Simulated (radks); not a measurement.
**Ga²⁺ in [Ar] 3d10 5s1: an all-electron calculation**

The task here is to estimate one member of a computed series from the others.

Program: radks (a radial shooting solver on a logarithmic mesh, Libxc functionals) version 1. Level of theory: scalar-relativistic Kohn-Sham, PBEsol, spin-unpolarised, spherical densities, point nucleus. These are calculated values, not measurements, unless marked.

## The system

- element: gallium (Z = 31)
- charge: +2
- electrons: 29
- configuration: [Ar] 3d10 5s1

Outer shells as boxes (Hund's rule):

Ga²⁺
```
[Ar] core
3d [↑↓][↑↓][↑↓][↑↓][↑↓]
5s [↑ ]
```

The first run:

The run's settings:

```text
Z 31
configuration [Ar] 3d10 5s1 4s0 4p0
relativity scalar-relativistic
functional pbe_sol,pbe_sol
spin unpolarised
nucleus point
c 137.035999084
```

One of the session's tables, all rows but one given; the rest of the session is left out.

It belongs to the step «Radial structure». Radial moments (bohr):

```
level      <r>  outermost maximum (interpolated)  90 % within  nodes
   1s  0.04863                            0.0318       0.0869      0
   2s   0.2180                             0.183        0.337      1
   2p   0.1908                             0.146        0.312      0
   3s   0.6526                             0.565        0.978      2
   3p   0.6793                             0.567         1.05      1
   3d        ?                                 ?            ?      ?
   4s    1.997                              1.72         2.95      3
   4p    2.408                              2.02         3.63      2
   5s    4.577                              4.40         6.44      4
```

Estimate the missing values for 3d.

As computed: <r>: 0.7888; outermost maximum (interpolated): 0.533; 90 % within: 1.35; nodes: 0. In the column «<r>» it lies between 3p (0.6793) and 4s (1.997).
